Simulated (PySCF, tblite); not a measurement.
**C₅H₁₂BNSi₂: geometry, infrared bands and NMR shifts**

Aim: predict the infrared bands and NMR shifts of C₅H₁₂BNSi₂ (`[SiH3]N([SiH3])BC1C=CC=C1`).

Computed with tblite 0.8.0 and PySCF 2.14.0, with density-fitted response routines of our own, on a single molecule in the gas phase. Atoms are numbered from 0 throughout.

**1. The starting structure**

21 atoms, charge 0, multiplicity 1; geometry from: force field or distance geometry start.

Bonds of the start (Å): Si0–N1 1.81, N1–Si2 1.80, N1–B3 1.53, B3–C4 1.56, C4–C5 1.47, C5–C6 1.34, C6–C7 1.47, C7–C8 1.32, C8–C4 1.50, Si0–H9 1.50, Si0–H10 1.47, Si0–H11 1.45, Si2–H12 1.49, Si2–H13 1.46, Si2–H14 1.48, B3–H15 1.22, C4–H16 1.11, C5–H17 1.08, C6–H18 1.09, C7–H19 1.09, C8–H20 1.11.

**2. Relaxing the molecule with GFN2-xTB**

The job: settings as JSON, then the geometry in Å.

```
{"job": {"kind": "relax", "xc": "GFN2-xTB", "basis": "xTB"}, "charge": 0, "multiplicity": 1}
Si    -2.270900    -1.371200     0.034900
N     -1.322700     0.079300    -0.487100
Si    -2.428100     1.484000    -0.319700
B     -0.289700     0.277300     0.617400
C      1.131600    -0.367100     0.688500
C      1.618400    -0.965700    -0.566700
C      2.779500    -0.417900    -0.941500
C      3.152600     0.598400     0.048300
C      2.214600     0.632100     0.979500
H     -3.364300    -0.949700     0.972800
H     -1.339700    -2.241100     0.758100
H     -2.848200    -2.107900    -1.077200
H     -3.829100     1.047400    -0.063800
H     -2.352600     2.394700    -1.462300
H     -2.057800     2.267400     0.884900
H     -0.741800     0.666200     1.678200
H      1.143300    -1.112500     1.514900
H      1.144800    -1.751600    -1.137100
H      3.382500    -0.656900    -1.811800
H      4.059500     1.199900    -0.011800
H      2.209200     1.311600     1.855900
```

Command:

```console
OMP_NUM_THREADS=1 python probes_run.py task.json out
```

The driver reads the jobs from task.json and runs them one after another.

**Question.** This job is followed by: GFN2-xTB harmonic vibrations, gas phase; GIAO PBE0/pcSseg-1 NMR shielding, non-relativistic, gas phase. What will the session give for the following? strongest single infrared mode (GFN2-xTB); zero-point energy (GFN2-xTB); 13C shifts against TMS (PBE0/pcSseg-1, means over atoms taken as alike); 1H shifts against TMS (PBE0/pcSseg-1, means over atoms taken as alike); 29Si shifts against TMS (PBE0/pcSseg-1, means over atoms taken as alike); 15N shifts against NH3 (PBE0/pcSseg-1); 11B shifts against BF3·OEt2 (PBE0/pcSseg-1); surface potential, 1st and 99th percentile.

**Answer**, as computed:

```
                                                                quantity                             value
                               strongest single infrared mode (GFN2-xTB)             1294 cm⁻¹, 716 km/mol
                                            zero-point energy (GFN2-xTB)                     93.0 kcal/mol
 13C shifts against TMS (PBE0/pcSseg-1, means over atoms taken as alike)            141.8, 138.5, 61.0 ppm
  1H shifts against TMS (PBE0/pcSseg-1, means over atoms taken as alike)  7.10, 6.75, 4.93, 3.89, 3.75 ppm
29Si shifts against TMS (PBE0/pcSseg-1, means over atoms taken as alike)                         -43.9 ppm
                                  15N shifts against NH3 (PBE0/pcSseg-1)                          89.1 ppm
                             11B shifts against BF3·OEt2 (PBE0/pcSseg-1)                          45.8 ppm
                                   surface potential, 1st and 99th percentile                -0.85 V and 1.31 V
```

In words: Relaxing lowered the energy by 1.619 eV in 181 steps; the close pair that moved most is N1–B3, from 1.525 to 1.408 Å. The lowest mode is imaginary (57i cm⁻¹), so the xTB geometry is not a minimum. The strongest single mode, at 1294 cm⁻¹, moves mainly B3 and N1. Unscaled tight-binding wavenumbers are off by several per cent, some by more. Its intensities can rank the bands wrongly. By nearest atom (PBE0/pcSseg-1), the HOMO sits on C5, C8 about 27 % each; C6, C7 about 13 % each and the LUMO on B3 24 %; C6, C8 about 11 % each.
